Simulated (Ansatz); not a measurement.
# EuNb2C2: the cost of one run

Computed with Ansatz 0.2.0 (DFT PBE, scalar-relativistic, plane waves, PAW, unless a step's input says otherwise).

### Step 1. The system as given

The structure is hexagonal, space group P6/mmm (No. 191). The conventional cell has a = 3.535 Å, b = 3.535 Å, c = 8.074 Å, α = 90.00°, β = 90.00°, γ = 120.00°. Around Eu (site symmetry 6/mmm) lie 2 Nb at 2.40 Å. Nb (site symmetry 6mm) is surrounded by 1 Eu at 2.40 Å and 6 C at 2.61 Å. C (site symmetry -6m2) is surrounded by 3 C at 2.04 Å and 6 Nb at 2.61 Å.

Structure file:

```cif
data_structure
_symmetry_space_group_name_H-M 'P 1'
_symmetry_Int_Tables_number 1
_cell_length_a 3.5349
_cell_length_b 3.5349
_cell_length_c 8.0740
_cell_angle_alpha 90.000
_cell_angle_beta 90.000
_cell_angle_gamma 120.000
_cell_volume 87.37
loop_
_atom_site_label
_atom_site_type_symbol
_atom_site_fract_x
_atom_site_fract_y
_atom_site_fract_z
_atom_site_occupancy
Eu1 Eu 0.00000 0.00000 0.50000 1
Nb1 Nb 0.00000 0.00000 0.20247 1
Nb2 Nb 0.00000 0.00000 0.79753 1
C1 C 0.33333 0.66667 0.00000 1
C2 C 0.66667 0.33333 0.00000 1
```

The cell is invented: random cell by space group and Wyckoff sites (P6/mmm, No. 191). The dimensions are guesses.

### Step 2. A first look at the guess

The input, input.yaml:

```yaml
crystal:
  lattice:
    - [3.53490972, 0.0, 0.0]
    - [-1.76745486, 3.06132162, 0.0]
    - [0.0, 0.0, 8.07399706]
  atoms:
    - { symbol: Eu, position: [0.0, 0.0, 0.5], spin: 7.0 }
    - { symbol: Nb, position: [0.0, 0.0, 0.20246717] }
    - { symbol: Nb, position: [0.0, 0.0, 0.79753283] }
    - { symbol: C, position: [0.33333333, 0.66666667, 0.0] }
    - { symbol: C, position: [0.66666667, 0.33333333, 0.0] }
basis:
  ecutwfc: 420
kpoints:
  mp_grid: { grid: [6, 6, 2] }
hamiltonian:
  xc: pbe
scf:
  occupations: { method: gaussian, width: 0.1 }
  lower_state_search: "off"
output:
  forces: true
  stress: true
  eigenvalues: true
  populations: true
magnetization:
  spin_polarized: true
```

Launch:

```bash
> ansatz run input.yaml --threads 1 --pin off --max-ram 2048MiB --backend cpu --events-out ev --progress --plain --runs-dir out
```

**Question.** How long does this run take on 1 thread of Arm Neoverse V2, shared host, and how much memory does it need?

About 8.7 s, with a peak of 0.39 GiB.
